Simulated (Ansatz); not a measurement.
# BF2H6NO2: the cost of one run

All numbers below are computed with Ansatz 0.2.0 (RKS B3LYP/def2-SVP).

### 1 The structure to begin with

Bond lengths: B1–N2 1.803 Å, B1–O3 1.360 Å, B1–O4 1.357 Å, B1–F6 1.686 Å, N2–H9 1.009 Å, N2–H10 1.009 Å, O3–H11 0.955 Å, O4–H12 0.954 Å. Angles: B1–N2–H9 111.6°, B1–N2–H10 106.6°, H9–N2–H10 110.1°, N2–B1–O3 113.9°, N2–B1–O4 106.0°, N2–B1–F6 96.1°, O3–B1–O4 123.3°, O3–B1–F6 106.1°, O4–B1–F6 107.8°, B1–O3–H11 115.9°, B1–O4–H12 114.1°.

Coordinates:

```xyz
12

B    -0.6285    0.2633   -0.4586
N     0.9713   -0.5664   -0.4044
O    -1.6657   -0.5602   -0.7663
O    -0.4117    1.4522   -1.0754
H     0.2625    0.3506    1.8266
F    -0.7363    0.5541    1.1988
H     1.4004   -0.4444    0.8529
F     1.3514   -0.1118    2.0117
H     0.9019   -1.5275   -0.7037
H     1.5825   -0.0545   -1.0225
H    -1.8190   -1.2818   -0.1605
H    -1.2087    1.9264   -1.2985
```

### 2 Pulling towards end A

Springs on the bonds that form and break draw the guess towards this end; the thresholds are loose.

Input file input.yaml:

```yaml
crystal:
  periodic: [false, false, false]
  atoms:
    - { symbol: B, position_ang: [-0.6285, 0.2633, -0.4586] }
    - { symbol: "N", position_ang: [0.9713, -0.5664, -0.4044] }
    - { symbol: O, position_ang: [-1.6657, -0.5602, -0.7663] }
    - { symbol: O, position_ang: [-0.4117, 1.4522, -1.0754] }
    - { symbol: H, position_ang: [0.2625, 0.3506, 1.8266] }
    - { symbol: F, position_ang: [-0.7363, 0.5541, 1.1988] }
    - { symbol: H, position_ang: [1.4004, -0.4444, 0.8529] }
    - { symbol: F, position_ang: [1.3514, -0.1118, 2.0117] }
    - { symbol: H, position_ang: [0.9019, -1.5275, -0.7037] }
    - { symbol: H, position_ang: [1.5825, -0.0545, -1.0225] }
    - { symbol: H, position_ang: [-1.819, -1.2818, -0.1605] }
    - { symbol: H, position_ang: [-1.2087, 1.9264, -1.2985] }
basis:
  gaussian: { orbitals: def2-SVP }
hamiltonian:
  xc: b3lyp
relax:
  f_tol: 0.15
  max_steps: 25
  restrain:
    - { distance: [0, 5], at: 2.71, k: 30.0 }
    - { distance: [4, 7], at: 2.18, k: 30.0 }
    - { distance: [6, 1], at: 2.32, k: 30.0 }
    - { distance: [0, 1], at: 1.55, k: 30.0 }
    - { distance: [4, 5], at: 0.88, k: 30.0 }
    - { distance: [6, 7], at: 0.88, k: 30.0 }
output:
  orbitals: {}
```

The run is started by

```
$ ansatz run input.yaml --threads 2 --pin off --max-ram 3072MiB --backend cpu --events-out ev --progress --plain --runs-dir out
```

Q: Estimate wall time and peak memory on 2 threads of Arm Neoverse V2, shared host.

About 40 s, with a peak of 0.25 GiB.
